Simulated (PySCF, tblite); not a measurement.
# HBr: protonation

Wanted: protonation for HBr (`Br`).

Computed with tblite 0.8.0 and PySCF 2.14.0 and routines of our own; the level stands in each step. Atoms count from 0.

## (1) The system as given

2 atoms, charge 0, multiplicity 1; geometry from: start built from the parent or by distance geometry.

## (2) Relaxing the molecule with GFN2-xTB

Job settings and geometry (Å):

```
{"job": {"kind": "relax", "xc": "GFN2-xTB", "basis": "xTB"}, "charge": 0, "multiplicity": 1}
Br     0.775700    -0.006100    -0.005300
H     -0.770200     0.008700    -0.023000
```

Launch:

```console
$ OMP_NUM_THREADS=1 python redox_run.py task.json out
```

The driver reads the jobs from task.json and runs them one after another.

Output:

```text
step      E/eV     max force
  0    -124.71165    1.825
  1    -124.79554    1.365
  2    -124.81993    1.580
  3    -124.86123    0.389
  4    -124.86518    0.087
  5    -124.86537    0.007
```

Wall time 0.01 s (1 thread of Intel Xeon 6975P-C, shared host).

Relaxation path:

| step | energy from step 0 (eV) | largest force (eV/Å) |
| --- | --- | --- |
| 0 | 0.0000 | 1.8252 |
| 1 | -0.0839 | 1.3652 |
| 2 | -0.1083 | 1.5802 |
| 3 | -0.1496 | 0.3890 |
| 4 | -0.1535 | 0.0870 |
| 5 | -0.1537 | 0.0070 |

The bond:

| bond | before (Å) | after (Å) | change (Å) |
| --- | --- | --- | --- |
| Br0–H1 | 1.546 | 1.401 | -0.145 |

The end geometry stands in the next job.

## (3) Infrared spectrum with GFN2-xTB

Job settings and geometry (Å):

```
{"job": {"kind": "ir", "xc": "GFN2-xTB", "basis": "xTB"}, "charge": 0, "multiplicity": 1}
Br     0.703307    -0.005426    -0.006112
H     -0.697793     0.007962    -0.022185
```

Output:

```text
mode    cm-1     km/mol
  1    2349.8    453.41
ZPE 14.055  H(298)-E 22.732  G(298)-E -36.374 kJ/mol  S 198.24 J/(mol K)
```

Run time: 0.04 s. Hardware: 1 thread of Intel Xeon 6975P-C, shared host.

Which atoms move in the most intense modes:

| cm⁻¹ | km/mol | atoms |
| --- | --- | --- |
| 2350 | 453.4 | H1 99 % |

## (4) Relaxing the molecule at PBE0-D3(BJ)/def2-SVP

Job settings and geometry (Å):

```
{"job": {"xc": "PBE0", "basis": "def2-SVP", "d3": "d3bj", "grid": 1, "kind": "geom"}, "charge": 0, "multiplicity": 1}
Br     0.703307    -0.005426    -0.006112
H     -0.697793     0.007962    -0.022185
```

Output:

```text
step   0  E = -2574.14464293  max force = 0.011311
step   1  E = -2574.14483217  max force = 0.004012
step   2  E = -2574.14486225  max force = 0.000210
step   3  E = -2574.14486232  max force = 0.000003
optimisation converged
```

Wall time 1 s (1 thread of Intel Xeon 6975P-C, shared host).

Relaxation path:

| step | energy from step 0 (eV) | largest force component (eV/Å) |
| --- | --- | --- |
| 0 | 0.0000 | 0.5816 |
| 1 | -0.0051 | 0.2063 |
| 2 | -0.0060 | 0.0108 |
| 3 | -0.0060 | 0.0002 |

The bond:

| bond | before (Å) | after (Å) | change (Å) |
| --- | --- | --- | --- |
| Br0–H1 | 1.401 | 1.422 | +0.021 |

The next job starts from the end point, and lists it.

| at the end point | value |
| --- | --- |
| point group (found at 0.08 Å tolerance) | Cinfv |
| rotational constants (GHz, main isotopes) | 251.1, 251.1 |
| dipole moment (D) | 1.08 |

## (5) Harmonic vibrations (HBr): PBE0-D3(BJ)/def2-SVP

Job settings and geometry (Å):

```
{"job": {"xc": "PBE0", "basis": "def2-SVP", "d3": "d3bj", "grid": 2, "kind": "hessian"}, "charge": 0, "multiplicity": 1}
Br     0.713900    -0.005381    -0.006252
H     -0.708042     0.007782    -0.022050
```

Output:

```text
coarse grid: 9808 points
cycle   1  E = -2574.1366056219  dE = -1.097e+00  |g| = 1.528e-01  |ddm| = 1.133e+00
cycle   2  E = -2574.1399157398  dE = -3.310e-03  |g| = 1.192e-01  |ddm| = 3.661e-01
cycle   3  E = -2574.1447927234  dE = -4.877e-03  |g| = 2.420e-02  |ddm| = 1.719e-01
cycle   4  E = -2574.1448619807  dE = -6.926e-05  |g| = 1.723e-03  |ddm| = 1.483e-02
cycle   5  E = -2574.1448622532  dE = -2.726e-07  |g| = 5.802e-04  |ddm| = 1.494e-03
final grid: 18448 points
cycle   6  E = -2574.1448434440  dE = -3.220e-08  |g| = 4.598e-04  |ddm| = 9.156e-04
cycle   7  E = -2574.1448434588  dE = -1.484e-08  |g| = 3.629e-04  |ddm| = 6.582e-04
cycle   8  E = -2574.1448434802  dE = -2.143e-08  |g| = 8.922e-06  |ddm| = 2.730e-04
cycle   9  E = -2574.1448434803  dE = -2.092e-11  |g| = 3.319e-06  |ddm| = 1.698e-05
converged SCF energy = -2574.1448434803

mode    cm-1
  1    2689.1
ZPE 16.084  H(298)-E 24.761  G(298)-E -34.418 kJ/mol  S 198.49 J/(mol K)
```

Run time: 2.1 s. Hardware: 1 thread of Intel Xeon 6975P-C, shared host.

Zero-point energy 16.08 kJ/mol (xTB gave 14.05).

## (6) Single point (HBr): wB97X-D3(BJ)/def2-TZVP

Geometry: PBE0-D3(BJ)/def2-SVP.

Job settings and geometry (Å):

```
{"job": {"kind": "sp", "xc": "wB97X", "basis": "def2-TZVP", "d3": "d3bj", "grid": 2}, "charge": 0, "multiplicity": 1}
Br     0.713900    -0.005381    -0.006252
H     -0.708042     0.007782    -0.022050
```

Output:

```text
coarse grid: 9808 points
cycle   1  E = -2574.6568464517  dE = -1.122e+00  |g| = 2.977e-01  |ddm| = 1.024e+00
cycle   2  E = -2574.6702801844  dE = -1.343e-02  |g| = 1.561e-01  |ddm| = 2.717e-01
cycle   3  E = -2574.6735077433  dE = -3.228e-03  |g| = 9.865e-03  |ddm| = 8.075e-02
cycle   4  E = -2574.6735523076  dE = -4.456e-05  |g| = 3.773e-03  |ddm| = 1.292e-02
cycle   5  E = -2574.6735573152  dE = -5.008e-06  |g| = 1.952e-03  |ddm| = 5.090e-03
final grid: 18448 points
cycle   6  E = -2574.6735542000  dE = -6.074e-07  |g| = 1.434e-03  |ddm| = 2.134e-03
cycle   7  E = -2574.6735543418  dE = -1.418e-07  |g| = 1.098e-03  |ddm| = 1.307e-03
cycle   8  E = -2574.6735544446  dE = -1.028e-07  |g| = 5.673e-05  |ddm| = 5.118e-04
cycle   9  E = -2574.6735544467  dE = -2.117e-09  |g| = 2.321e-05  |ddm| = 9.683e-05
converged SCF energy = -2574.6735544467
```

Wall time 0.36 s (1 thread of Intel Xeon 6975P-C, shared host).

## (7) Optimising the geometry with GFN2-xTB

This step treats H₂Br+, `[BrH2+]`.

Job settings and geometry (Å):

```
{"job": {"kind": "relax", "xc": "GFN2-xTB", "basis": "xTB"}, "charge": 1, "multiplicity": 1}
Br     0.730100    -0.011500    -0.011500
H     -0.718800     0.016400    -0.045100
H      2.253700     0.137400     0.025600
```

Output:

```text
step      E/eV     max force
  0    -122.71817    1.377
  1    -122.77151    1.210
  2    -122.95737    5.862
  3    -123.17991    2.705
  4    -123.57412    1.730
  5    -123.87831    0.817
  6    -123.89865    0.792
  7    -123.94172    0.330
  8    -123.94443    0.186
  9    -123.94510    0.086
 10    -123.94529    0.005
```

Wall time 0.02 s (1 thread of Intel Xeon 6975P-C, shared host).

Relaxation path:

| step | energy from step 0 (eV) | largest force (eV/Å) |
| --- | --- | --- |
| 0 | 0.0000 | 1.3769 |
| 1 | -0.0533 | 1.2104 |
| 2 | -0.2392 | 5.8624 |
| 3 | -0.4617 | 2.7045 |
| 4 | -0.8559 | 1.7301 |
| 5 | -1.1601 | 0.8168 |
| 6 | -1.1805 | 0.7917 |
| 7 | -1.2236 | 0.3297 |
| 8 | -1.2263 | 0.1857 |
| 9 | -1.2269 | 0.0864 |
| 10 | -1.2271 | 0.0050 |

Distances of close pairs at the start and the end, largest changes first:

| bond | before (Å) | after (Å) | change (Å) |
| --- | --- | --- | --- |
| Br0–H2 | 1.531 | 1.424 | -0.107 |
| Br0–H1 | 1.450 | 1.424 | -0.025 |

The final coordinates are the input of the step that follows.

## (8) Harmonic vibrations with GFN2-xTB

Job settings and geometry (Å):

```
{"job": {"kind": "ir", "xc": "GFN2-xTB", "basis": "xTB"}, "charge": 1, "multiplicity": 1}
Br     0.791702    -0.549569    -0.015836
H     -0.367215     0.278237    -0.034065
H      1.840557     0.413629     0.018927
```

Output:

```text
mode    cm-1     km/mol
  1     824.7      0.01
  2    2135.9    142.31
  3    2182.6     13.01
ZPE 30.763  H(298)-E 40.868  G(298)-E -24.331 kJ/mol  S 218.68 J/(mol K)
```

Wall time 0.06 s (1 thread of Intel Xeon 6975P-C, shared host).

Which atoms move in the most intense modes:

| cm⁻¹ | km/mol | atoms |
| --- | --- | --- |
| 2136 | 142.3 | H2 50 %, H1 48 % |
| 2183 | 13.0 | H1 51 %, H2 49 % |

## (9) Geometry optimisation at PBE0-D3(BJ)/def2-SVP

This step treats H₂Br+, `[BrH2+]`.

Job settings and geometry (Å):

```
{"job": {"xc": "PBE0", "basis": "def2-SVP", "d3": "d3bj", "grid": 1, "kind": "geom"}, "charge": 1, "multiplicity": 1}
Br     0.791702    -0.549569    -0.015836
H     -0.367215     0.278237    -0.034065
H      1.840557     0.413629     0.018927
```

Output:

```text
step   0  E = -2574.37242010  max force = 0.028621
step   1  E = -2574.37385083  max force = 0.018954
step   2  E = -2574.37485412  max force = 0.000959
step   3  E = -2574.37485604  max force = 0.000117
optimisation converged
```

Wall time 1.2 s (1 thread of Intel Xeon 6975P-C, shared host).

The steps of the relaxation:

| step | energy from step 0 (eV) | largest force component (eV/Å) |
| --- | --- | --- |
| 0 | 0.0000 | 1.4718 |
| 1 | -0.0389 | 0.9747 |
| 2 | -0.0662 | 0.0493 |
| 3 | -0.0663 | 0.0060 |

Distances of close pairs at the start and the end, largest changes first:

| bond | before (Å) | after (Å) | change (Å) |
| --- | --- | --- | --- |
| Br0–H1 | 1.424 | 1.448 | +0.024 |
| Br0–H2 | 1.424 | 1.448 | +0.024 |

The final coordinates are the input of the step that follows.

| at the end point | value |
| --- | --- |
| point group (found at 0.08 Å tolerance) | C2v |
| rotational constants (GHz, main isotopes) | 258.7, 227.2, 121.0 |

## (10) Harmonic vibrations (H₂Br+): PBE0-D3(BJ)/def2-SVP

Job settings and geometry (Å):

```
{"job": {"xc": "PBE0", "basis": "def2-SVP", "d3": "d3bj", "grid": 2, "kind": "hessian"}, "charge": 1, "multiplicity": 1}
Br     0.798185    -0.615141    -0.015791
H     -0.309954     0.317366    -0.027364
H      1.787105     0.442477     0.012869
```

Output:

```text
coarse grid: 12280 points
cycle   1  E = -2574.3558473689  dE = -6.683e-01  |g| = 2.585e-01  |ddm| = 1.486e+00
cycle   2  E = -2574.3703407443  dE = -1.449e-02  |g| = 1.822e-01  |ddm| = 5.687e-01
cycle   3  E = -2574.3748298792  dE = -4.489e-03  |g| = 1.538e-02  |ddm| = 1.520e-01
cycle   4  E = -2574.3748516897  dE = -2.181e-05  |g| = 3.944e-03  |ddm| = 1.272e-02
cycle   5  E = -2574.3748557745  dE = -4.085e-06  |g| = 1.010e-03  |ddm| = 4.234e-03
final grid: 23824 points
cycle   6  E = -2574.3748302728  dE = -4.739e-08  |g| = 1.037e-03  |ddm| = 2.202e-03
cycle   7  E = -2574.3748303035  dE = -3.065e-08  |g| = 1.032e-03  |ddm| = 2.015e-03
cycle   8  E = -2574.3748304949  dE = -1.914e-07  |g| = 2.908e-05  |ddm| = 9.406e-04
cycle   9  E = -2574.3748304952  dE = -2.769e-10  |g| = 1.241e-06  |ddm| = 3.131e-05
cycle  10  E = -2574.3748304952  dE =  0.000e+00  |g| = 1.961e-07  |ddm| = 1.716e-06
converged SCF energy = -2574.3748304952

mode    cm-1
  1    1067.1
  2    2517.4
  3    2519.4
ZPE 36.509  H(298)-E 46.500  G(298)-E -18.724 kJ/mol  S 218.76 J/(mol K)
```

Run time: 3.7 s. Hardware: 1 thread of Intel Xeon 6975P-C, shared host; peak memory 0.5 GiB.

Zero-point energy 36.51 kJ/mol (xTB gave 30.76).

## (11) Single point (H₂Br+): wB97X-D3(BJ)/def2-TZVP

Geometry: PBE0-D3(BJ)/def2-SVP.

Job settings and geometry (Å):

```
{"job": {"kind": "sp", "xc": "wB97X", "basis": "def2-TZVP", "d3": "d3bj", "grid": 2}, "charge": 1, "multiplicity": 1}
Br     0.798185    -0.615141    -0.015791
H     -0.309954     0.317366    -0.027364
H      1.787105     0.442477     0.012869
```

Output:

```text
coarse grid: 12280 points
cycle   1  E = -2574.8590140105  dE = -6.512e-01  |g| = 4.528e-01  |ddm| = 1.234e+00
cycle   2  E = -2574.8970499758  dE = -3.804e-02  |g| = 2.998e-01  |ddm| = 4.963e-01
cycle   3  E = -2574.9041476294  dE = -7.098e-03  |g| = 2.797e-02  |ddm| = 1.453e-01
cycle   4  E = -2574.9043472847  dE = -1.997e-04  |g| = 8.152e-03  |ddm| = 3.446e-02
cycle   5  E = -2574.9043699525  dE = -2.267e-05  |g| = 2.091e-03  |ddm| = 9.299e-03
cycle   6  E = -2574.9043716737  dE = -1.721e-06  |g| = 4.612e-04  |ddm| = 2.697e-03
final grid: 23824 points
cycle   7  E = -2574.9043702060  dE = -7.782e-08  |g| = 3.499e-04  |ddm| = 6.238e-04
cycle   8  E = -2574.9043702182  dE = -1.227e-08  |g| = 2.672e-04  |ddm| = 3.570e-04
cycle   9  E = -2574.9043702244  dE = -6.132e-09  |g| = 1.906e-05  |ddm| = 1.220e-04
converged SCF energy = -2574.9043702244
```

Wall time 0.41 s (1 thread of Intel Xeon 6975P-C, shared host).

## (12) Single point (HBr): wB97X-D3(BJ)/def2-TZVP in acetone

Geometry: PBE0-D3(BJ)/def2-SVP.

Job settings and geometry (Å):

```
{"job": {"kind": "sp", "xc": "wB97X", "basis": "def2-TZVP", "d3": "d3bj", "grid": 2, "solvent": "acetone"}, "charge": 0, "multiplicity": 1}
Br     0.713900    -0.005381    -0.006252
H     -0.708042     0.007782    -0.022050
```

Output:

```text
final grid: 18448 points
cycle   1  E = -2574.6772966775  dE = -4.165e-04  |g| = 1.017e-02  |ddm| = 5.108e-02
cycle   2  E = -2574.6773374475  dE = -4.077e-05  |g| = 4.647e-03  |ddm| = 1.955e-02
cycle   3  E = -2574.6773429852  dE = -5.538e-06  |g| = 1.882e-03  |ddm| = 5.325e-03
cycle   4  E = -2574.6773441385  dE = -1.153e-06  |g| = 4.722e-04  |ddm| = 3.338e-03
cycle   5  E = -2574.6773442469  dE = -1.084e-07  |g| = 4.078e-05  |ddm| = 1.281e-03
cycle   6  E = -2574.6773442480  dE = -1.063e-09  |g| = 9.287e-06  |ddm| = 1.138e-04
converged SCF energy = -2574.6773442480
```

It took 0.27 s on 1 thread of Intel Xeon 6975P-C, shared host.

## (13) Single point (H2Br+): wB97X-D3(BJ)/def2-TZVP in acetone

Geometry: PBE0-D3(BJ)/def2-SVP.

Job settings and geometry (Å):

```
{"job": {"kind": "sp", "xc": "wB97X", "basis": "def2-TZVP", "d3": "d3bj", "grid": 2, "solvent": "acetone"}, "charge": 1, "multiplicity": 1}
Br     0.798185    -0.615141    -0.015791
H     -0.309954     0.317366    -0.027364
H      1.787105     0.442477     0.012869
```

Output:

```text
final grid: 23824 points
cycle   1  E = -2575.0212376247  dE = -6.532e-04  |g| = 1.334e-02  |ddm| = 5.776e-02
cycle   2  E = -2575.0212913896  dE = -5.376e-05  |g| = 5.913e-03  |ddm| = 2.243e-02
cycle   3  E = -2575.0212981030  dE = -6.713e-06  |g| = 2.189e-03  |ddm| = 5.431e-03
cycle   4  E = -2575.0212991617  dE = -1.059e-06  |g| = 4.984e-04  |ddm| = 2.835e-03
cycle   5  E = -2575.0212992839  dE = -1.222e-07  |g| = 4.004e-05  |ddm| = 1.354e-03
cycle   6  E = -2575.0212992851  dE = -1.176e-09  |g| = 3.869e-06  |ddm| = 1.198e-04
converged SCF energy = -2575.0212992851
```

Wall time 0.36 s (1 thread of Intel Xeon 6975P-C, shared host).

## (14) Protonation: wB97X-D3(BJ)/def2-TZVP

This step combines the energies above: geometries from PBE0-D3(BJ)/def2-SVP, zero-point and thermal terms from PBE0-D3(BJ)/def2-SVP.

Job settings and geometry (Å):

```
{"job": {"kind": "pa", "geom": {"xc": "PBE0", "basis": "def2-SVP", "d3": "d3bj", "grid": 1}, "hess": 1, "level": {"xc": "wB97X", "basis": "def2-TZVP", "d3": "d3bj", "solvents": ["acetone"]}}, "charge": 0, "multiplicity": 1}
Br     0.713900    -0.005381    -0.006252
H     -0.708042     0.007782    -0.022050
```

Output (the driver's rows laid out field by field):

```text
protonation site by site, wB97X-D3(BJ)/def2-TZVP // PBE0-D3(BJ)/def2-SVP

row 1
  formula                 BrH2
  charge                  1
  multiplicity            1
  smiles                  [BrH2+]
  kept                    yes
  pieces                  1
  point_group             C2v
  atom                    0
  element                 Br
  electronic              606.01
  enthalpy                590.46
  free_energy             564.03
  solution                acetone 861.08
  share_gas               1.0
  share_solution          acetone 1.0
```

Wall time 9.9 s (1 thread of Intel Xeon 6975P-C, shared host).

Energy given off on adding a proton (kJ/mol, gas phase, 298 K for the thermal columns):

| site | product | electronic | enthalpy | free energy |
| --- | --- | --- | --- | --- |
| Br0 | [BrH2+] | 606.0 | 590.5 | 564.0 |

Free energies in a continuum (kJ/mol, same sign; the bare proton is left unsolvated, so these are no solution acidities or basicities): acetone: Br0 861.1.

## (15) Single point (HBr): wB97X-D3(BJ)/6-31G

Geometry: PBE0-D3(BJ)/def2-SVP.

Job settings and geometry (Å):

```
{"job": {"kind": "sp", "xc": "wB97X", "basis": "6-31G", "d3": "d3bj", "grid": 2}, "charge": 0, "multiplicity": 1}
Br     0.713900    -0.005381    -0.006252
H     -0.708042     0.007782    -0.022050
```

Output:

```text
coarse grid: 9808 points
cycle   1  E = -2574.2644537417  dE = -1.129e+00  |g| = 2.593e-01  |ddm| = 1.104e+00
cycle   2  E = -2574.2824192472  dE = -1.797e-02  |g| = 1.497e-01  |ddm| = 5.315e-01
cycle   3  E = -2574.2850010708  dE = -2.582e-03  |g| = 1.864e-02  |ddm| = 1.291e-01
cycle   4  E = -2574.2850358217  dE = -3.475e-05  |g| = 2.165e-03  |ddm| = 1.837e-02
cycle   5  E = -2574.2850384055  dE = -2.584e-06  |g| = 6.113e-04  |ddm| = 1.008e-02
final grid: 18448 points
cycle   6  E = -2574.2850258890  dE = -9.742e-08  |g| = 3.692e-04  |ddm| = 1.573e-03
cycle   7  E = -2574.2850259017  dE = -1.270e-08  |g| = 2.539e-04  |ddm| = 6.193e-04
cycle   8  E = -2574.2850259067  dE = -4.974e-09  |g| = 1.215e-05  |ddm| = 1.475e-04
converged SCF energy = -2574.2850259067
```

Run time: 0.2 s. Hardware: 1 thread of Intel Xeon 6975P-C, shared host.

## (16) Single point (H₂Br+): wB97X-D3(BJ)/6-31G

Geometry: PBE0-D3(BJ)/def2-SVP.

Job settings and geometry (Å):

```
{"job": {"kind": "sp", "xc": "wB97X", "basis": "6-31G", "d3": "d3bj", "grid": 2}, "charge": 1, "multiplicity": 1}
Br     0.798185    -0.615141    -0.015791
H     -0.309954     0.317366    -0.027364
H      1.787105     0.442477     0.012869
```

Output:

```text
coarse grid: 12280 points
cycle   1  E = -2574.4625294816  dE = -6.549e-01  |g| = 2.792e-01  |ddm| = 1.423e+00
cycle   2  E = -2574.4950007194  dE = -3.247e-02  |g| = 3.146e-02  |ddm| = 5.239e-01
cycle   3  E = -2574.4952424432  dE = -2.417e-04  |g| = 7.396e-03  |ddm| = 5.868e-02
cycle   4  E = -2574.4952520531  dE = -9.610e-06  |g| = 3.252e-03  |ddm| = 1.390e-02
cycle   5  E = -2574.4952529542  dE = -9.011e-07  |g| = 3.394e-04  |ddm| = 2.877e-03
final grid: 23824 points
cycle   6  E = -2574.4952371401  dE = -5.070e-08  |g| = 1.708e-04  |ddm| = 9.379e-04
cycle   7  E = -2574.4952371452  dE = -5.030e-09  |g| = 1.022e-04  |ddm| = 2.651e-04
cycle   8  E = -2574.4952371461  dE = -9.404e-10  |g| = 1.275e-05  |ddm| = 6.277e-05
converged SCF energy = -2574.4952371461
```

Run time: 0.24 s. Hardware: 1 thread of Intel Xeon 6975P-C, shared host.

## (17) Protonation: wB97X-D3(BJ)/6-31G

This step combines the energies above: geometries from PBE0-D3(BJ)/def2-SVP, zero-point and thermal terms from PBE0-D3(BJ)/def2-SVP.

Job settings and geometry (Å):

```
{"job": {"kind": "pa", "geom": {"xc": "PBE0", "basis": "def2-SVP", "d3": "d3bj", "grid": 1}, "hess": 1, "level": {"xc": "wB97X", "basis": "6-31G", "d3": "d3bj"}}, "charge": 0, "multiplicity": 1}
Br     0.713900    -0.005381    -0.006252
H     -0.708042     0.007782    -0.022050
```

Output (the driver's rows laid out field by field):

```text
protonation site by site, wB97X-D3(BJ)/6-31G // PBE0-D3(BJ)/def2-SVP

row 1
  formula                 BrH2
  charge                  1
  multiplicity            1
  smiles                  [BrH2+]
  kept                    yes
  pieces                  1
  point_group             C2v
  atom                    0
  element                 Br
  electronic              551.91
  enthalpy                536.37
  free_energy             509.93
  share_gas               1.0
```

It took 0.51 s on 1 thread of Intel Xeon 6975P-C, shared host.

Energy given off on adding a proton (kJ/mol, gas phase, 298 K for the thermal columns):

| site | product | electronic | enthalpy | free energy |
| --- | --- | --- | --- | --- |
| Br0 | [BrH2+] | 551.9 | 536.4 | 509.9 |

## (18) What came out

| quantity | value |
| --- | --- |
| strongest single infrared mode (GFN2-xTB) | 2350 cm⁻¹, 453 km/mol |
| zero-point energy (GFN2-xTB) | 3.4 kcal/mol |
| point group | Cinfv |
| rotational constants (main isotopes) | 251.12, 251.12 GHz |
| proton affinity (−ΔH), Br0 (wB97X-D3(BJ)/def2-TZVP) | 590.5 kJ/mol |
| proton affinity (−ΔH), Br0 (wB97X-D3(BJ)/6-31G) | 536.4 kJ/mol |

The one mode is real. GFN2-xTB is a fitted tight-binding method: band positions and strengths are rough. Its intensities can rank the bands wrongly. Over 3 steps the energy fell by 0.006 eV; of the close pairs, Br0–H1 changed most, 1.401 to 1.422 Å (PBE0/def2-SVP). Steps that list no spin-orbit terms leave them out, which matters at and beside the heavy atoms. The proton affinity (−ΔH) at Br0 is 590.5 kJ/mol at wB97X-D3(BJ)/def2-TZVP; zero-point and thermal terms move it by -15.5 kJ/mol from the electronic value.
